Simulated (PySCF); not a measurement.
# CH5BN2 (SMILES NC1BN1): TPSS/cc-pVDZ

Aim: the energy change on altering one bond length of CH5BN2 at TPSS/cc-pVDZ, from 2 runs. 

The calculation is run with PySCF 2.14.0.

1 further run of the same task is left out (set aside as unsound or not needed).

## (1) The system as given

The species is CH5BN2 (9 atoms), meant as a singlet with charge 0. SMILES: `NC1BN1`. The coordinates come from a PBE0-D4/def2-TZVP relaxation. This is one conformer, not always the lowest.

Bond lengths: N1–C2 1.431 Å, C2–B3 1.561 Å, C2–N4 1.467 Å, B3–N4 1.341 Å, N1–H5 1.010 Å, N1–H6 1.010 Å, C2–H7 1.092 Å, B3–H8 1.184 Å, N4–H9 1.004 Å. Some angles: N1–C2–B3 121.1°, N1–C2–N4 117.3°, B3–C2–N4 52.5°, C2–B3–N4 60.2°, C2–N4–B3 67.4°, N1–C2–H7 115.1°, B3–C2–H7 121.0°, N4–C2–H7 113.6°, C2–N1–H5 112.4°, C2–N1–H6 112.7°.

## (2) A single-point energy at TPSS/cc-pVDZ

job.py reads:

```python
from pyscf import gto, dft

molecule = gto.M(
    atom='''
N    0.142900   1.194400  -0.640600
C   -0.364200  -0.077200  -0.222300
B    0.591200  -1.194100   0.303200
N   -0.130500  -0.469900   1.171500
H    0.784000   1.117400  -1.417000
H   -0.589900   1.842600  -0.892400
H   -1.366400  -0.317200  -0.582700
H    1.414200  -2.039000   0.194700
H   -0.392800  -0.103200   2.068300
''',
    spin=0,
    verbose=4,
    basis='cc-pvdz',
    charge=0,
    max_memory=1860,
)

mf = dft.RKS(molecule, xc='tpss')
mf.conv_tol = 1e-10
mf.grids.level = 5
mf.kernel()
if not mf.converged:
    mf = mf.newton().run(mf.mo_coeff, mf.mo_occ)

etot = mf.e_tot
print('Final energy', etot)
```

Started as:

```bash
OMP_NUM_THREADS=1 python job.py
```

The program printed:

```text
PySCF version 2.14.0

[INPUT] num. atoms = 9
[INPUT] num. electrons = 30
[INPUT] charge = 0
[INPUT] spin (= nelec alpha-beta = 2S) = 0
[INPUT] symmetry False subgroup None
[INPUT] Mole.unit = angstrom
[INPUT] Symbol           X                Y                Z      unit          X                Y                Z       unit  Magmom
[INPUT]  1 N      0.142900000000   1.194400000000  -0.640600000000 AA    0.270041863200   2.257088883181  -1.210558555396 Bohr   0.0
[INPUT]  2 C     -0.364200000000  -0.077200000000  -0.222300000000 AA   -0.688238254567  -0.145886856816  -0.420086117491 Bohr   0.0
[INPUT]  3 B      0.591200000000  -1.194100000000   0.303200000000 AA    1.117206084843  -2.256521965343   0.572964960968 Bohr   0.0
[INPUT]  4 N     -0.130500000000  -0.469900000000   1.171500000000 AA   -0.246609259256  -0.887982305933   2.213814154928 Bohr   0.0
[INPUT]  5 H      0.784000000000   1.117400000000  -1.417000000000 AA    1.481545281659   2.111579971589  -2.677741918509 Bohr   0.0
[INPUT]  6 H     -0.589900000000   1.842600000000  -0.892400000000 AA   -1.114749440881   3.482009357124  -1.686391593562 Bohr   0.0
[INPUT]  7 H     -1.366400000000  -0.317200000000  -0.582700000000 AA   -2.582121776606  -0.599421126712  -1.101143412784 Bohr   0.0
[INPUT]  8 H      1.414200000000  -2.039000000000   0.194700000000 AA    2.672450685360  -3.853151567988   0.367929676453 Bohr   0.0
[INPUT]  9 H     -0.392800000000  -0.103200000000   2.068300000000 AA   -0.742284421729  -0.195019736055   3.908520543438 Bohr   0.0

nuclear repulsion = 109.448343767593
number of shells = 35
number of NR pGTOs = 139
number of NR cGTOs = 81
basis = cc-pvdz
ecp = {}

******** <class 'pyscf.dft.rks.RKS'> ********
method = RKS
initial guess = minao
damping factor = 0
level_shift factor = 0
DIIS = <class 'pyscf.scf.diis.CDIIS'>
diis_start_cycle = 1
diis_space = 8
diis_damp = 0
SCF conv_tol = 1e-10
SCF conv_tol_grad = None
SCF max_cycles = 50
direct_scf = True
direct_scf_tol = 1e-13
XC library pyscf.dft.libxc version 7.0.0
    S. Lehtola, C. Steigemann, M. J.T. Oliveira, and M. A.L. Marques.,  SoftwareX 7, 1–5 (2018)
XC functionals = tpss
    J. Tao, J. P. Perdew, V. N. Staroverov, and G. E. Scuseria.,  Phys. Rev. Lett. 91, 146401 (2003)
    J. Tao, J. P. Perdew, V. N. Staroverov, and G. E. Scuseria.,  Phys. Rev. Lett. 91, 146401 (2003)
radial grids:
    Treutler-Ahlrichs [JCP 102, 346 (1995); DOI:10.1063/1.469408] (M4) radial grids

becke partition: Becke, JCP 88, 2547 (1988); DOI:10.1063/1.454033
pruning grids: <function nwchem_prune>
grids dens level: 5
symmetrized grids: False
atomic radii adjust function: <function treutler_atomic_radii_adjust>
small_rho_cutoff = 0
Set gradient conv threshold to 1e-05
Initial guess from minao.
tot grids = 288064
init E= -175.897637886987
  HOMO = -0.294603305482749  LUMO = -0.0831296836212596  gap/eV = 5.75449
cycle= 1 E= -175.408704308063  delta_E= 0.489  |g|= 0.503  |ddm|= 2.84
  HOMO = -0.0879324564420645  LUMO = 0.047458185642911  gap/eV = 3.68417
cycle= 2 E= -175.331521948709  delta_E= 0.0772  |g|= 0.766  |ddm|=  1.2
  HOMO = -0.190634875399546  LUMO = 5.05906400487532e-05  gap/eV = 5.18882
cycle= 3 E= -175.465100150451  delta_E= -0.134  |g|= 0.134  |ddm|= 0.778
  HOMO = -0.191898408733121  LUMO = -0.00614866040499207  gap/eV = 5.05451
cycle= 4 E= -175.469620853287  delta_E= -0.00452  |g|= 0.0467  |ddm|= 0.142
  HOMO = -0.187509795716293  LUMO = -0.00710141443732404  gap/eV = 4.90916
cycle= 5 E= -175.470064918817  delta_E= -0.000444  |g|= 0.0154  |ddm|= 0.0443
  HOMO = -0.188768083546335  LUMO = -0.00549665517945686  gap/eV = 4.98707
cycle= 6 E= -175.470120908881  delta_E= -5.6e-05  |g|= 0.00253  |ddm|= 0.0162
  HOMO = -0.188644072121865  LUMO = -0.00576022033351231  gap/eV = 4.97652
cycle= 7 E= -175.470122701164  delta_E= -1.79e-06  |g|= 0.000376  |ddm|= 0.00299
  HOMO = -0.188659920640204  LUMO = -0.00575248247453963  gap/eV = 4.97716
cycle= 8 E= -175.470122738838  delta_E= -3.77e-08  |g|= 0.000117  |ddm|= 0.000564
  HOMO = -0.188665699078494  LUMO = -0.0057508526248089  gap/eV = 4.97737
cycle= 9 E= -175.47012274135  delta_E= -2.51e-09  |g|= 6.1e-05  |ddm|= 0.000152
  HOMO = -0.188666784754953  LUMO = -0.00575282075203098  gap/eV = 4.97734
cycle= 10 E= -175.470122742245  delta_E= -8.95e-10  |g|= 4.8e-06  |ddm|= 5.63e-05
  HOMO = -0.188666883578362  LUMO = -0.00575339663425911  gap/eV = 4.97733
cycle= 11 E= -175.470122742252  delta_E= -7.79e-12  |g|= 1.72e-06  |ddm|= 6.61e-06
  HOMO = -0.188666460961275  LUMO = -0.00575292587800647  gap/eV = 4.97733
Extra cycle  E= -175.470122742251  delta_E= 1.25e-12  |g|= 1.87e-06  |ddm|= 3.44e-06
converged SCF energy = -175.470122742251
Final energy -175.47012274225105
```

Wall time 31 s (1 thread of Intel Xeon at 2.70GHz, shared host); peak memory 0.44 GiB.

## (3) The distorted shape at the same level

input.py reads:

```python
from pyscf import gto, dft

mol = gto.M(
    atom=[
    ('N', (0.362742, 0.999938, -0.565059)),
    ('C', (-0.144358, -0.271662, -0.146759)),
    ('B', (0.811042, -1.388562, 0.378741)),
    ('N', (0.089342, -0.664362, 1.247041)),
    ('H', (1.003842, 0.922938, -1.341459)),
    ('H', (-0.589900, 1.842600, -0.892400)),
    ('H', (-1.146558, -0.511662, -0.507159)),
    ('H', (1.634042, -2.233462, 0.270241)),
    ('H', (-0.172958, -0.297662, 2.143841)),
],
    verbose=3,
    charge=0,
    max_memory=1860,
    basis='cc-pvdz',
    spin=0,
)

calc0 = dft.RKS(mol)
calc0.xc = 'tpss'
calc0.grids.level = 5
calc0.conv_tol = 1e-10
calc0.kernel()
if not calc0.converged:
    calc0 = calc0.newton().run(calc0.mo_coeff, calc0.mo_occ)

energy = calc0.e_tot
print('E = %.10f Eh' % energy)
```

Started as:

```bash
OMP_NUM_THREADS=1 python input.py
```

The program printed:

```text
converged SCF energy = -175.434633073184
E = -175.4346330732 Eh
```

Wall time 30 s (1 thread of Intel Xeon at 2.70GHz, shared host); peak memory 0.45 GiB.

## (4) What came out

At TPSS/cc-pVDZ:

| quantity | value |
| --- | --- |
| first shape: total energy | -175.47012 Eh |
| first shape: dipole moment | 1.20 D |
| first shape: HOMO energy | -5.13 eV |
| first shape: LUMO energy | -0.16 eV |
| first shape: HOMO–LUMO gap | 4.98 eV |
| distorted shape: total energy | -175.43463 Eh |
| distorted shape: dipole moment | 1.02 D |
| distorted shape: HOMO energy | -5.11 eV |
| distorted shape: LUMO energy | -0.49 eV |
| distorted shape: HOMO–LUMO gap | 4.62 eV |
| energy change with the N1–H6 bond stretched from 1.010 to 1.313 Å | 0.966 eV |

With the N1–H6 bond stretched from 1.010 to 1.313 Å the energy rises by 0.97 eV (93.2 kJ/mol). The first shape isn't relaxed at this level, so the change isn't measured from a minimum.
